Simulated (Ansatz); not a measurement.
# F2GeH2: the cost of one run

Program: Ansatz 0.2.0. Level of theory: RHF/def2-SVP. These are calculated values, not measurements.

**1. Starting point**

Bond lengths: Ge1–H2 1.750 Å, Ge1–H3 1.750 Å, Ge1–F4 1.679 Å, Ge1–F5 1.679 Å. Angles: H2–Ge1–H3 33.5°, H2–Ge1–F4 123.5°, H2–Ge1–F5 123.5°, H3–Ge1–F4 123.6°, H3–Ge1–F5 123.6°, F4–Ge1–F5 109.5°.

Structure file:

```xyz
5

Ge    0.0000    0.0000    0.0000
H     1.0763    0.0000    1.3798
H     1.6596    0.0000    0.5553
F    -0.7913    1.3709   -0.5594
F    -0.7913   -1.3709   -0.5594
```

**2. A restrained relaxation towards end A**

Springs on the bonds that form and break draw the guess towards this end; the thresholds are loose.

Contents of input.yaml:

```yaml
crystal:
  periodic: [false, false, false]
  atoms:
    - { symbol: Ge, position_ang: [0.0, 0.0, 0.0] }
    - { symbol: H, position_ang: [1.0763, 0.0, 1.3798] }
    - { symbol: H, position_ang: [1.6596, 0.0, 0.5553] }
    - { symbol: F, position_ang: [-0.7913, 1.3709, -0.5594] }
    - { symbol: F, position_ang: [-0.7913, -1.3709, -0.5594] }
basis:
  gaussian: { orbitals: def2-SVP }
hamiltonian:
  xc: hf
relax:
  f_tol: 0.15
  max_steps: 25
  restrain:
    - { distance: [1, 2], at: 1.86, k: 30.0 }
    - { distance: [0, 1], at: 1.55, k: 30.0 }
    - { distance: [0, 2], at: 1.55, k: 30.0 }
```

Launch:

```console
$ ansatz run input.yaml --threads 1 --pin off --max-ram 2048MiB --backend cpu --events-out ev --progress --plain --runs-dir out
```

What time and memory should one allow on 1 thread of Arm Neoverse V2, shared host?

About 7.6 s, with a peak of 0.13 GiB.
